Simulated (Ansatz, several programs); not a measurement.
Antifluorite Zn₂C, relaxed with r2SCAN in Ansatz (plane waves, PAW): the symmetry is Fm-3m (No. 225, cubic); conventional cell a = 5.156 Å, 11.42 Å³ an atom. Around C lie 8 Zn at 2.23 Å; around Zn lie 4 C at 2.23 Å. The cell was then scaled with its shape and fractional coordinates held. The calculation is spin-unpolarised, and the structure need not be a phase that has been made.

```csv
V (Å³/atom),E (meV/atom)
10.736,21.08
11.422,0.00
11.764,4.42
12.107,16.77
```

Task: Pass a cubic E = c₀ + c₁u + c₂u² + c₃u³, with u = V − 11.507 Å³, through these points.

Result: c₀ = 0.28, c₁ = +6.608, c₂ = 38.633, c₃ = -6.3951 (meV and Å³).

Task: Where is the minimum, and what bulk modulus follows?

Result: dE/du = 0 at u = -0.084, so V₀ = 11.42 Å³. B = V₀ d²E/dV² = 11.42 × (2c₂ + 6c₃u) = 11.42 × 80.481 = 919 meV/Å³, and 1 meV/Å³ is 0.16022 GPa: 147 GPa. A third-order Birch-Murnaghan fit to all five points gives 11.42 Å³ and 146 GPa.

Task: Predict the energy and the pressure at the withheld volume, 11.079 Å³.

Result: With u = -0.428: E ≈ 5.03 meV and P = −dE/dV ≈ +4.80 GPa. The run gives 4.95 meV and, from its stress, +4.78 GPa.
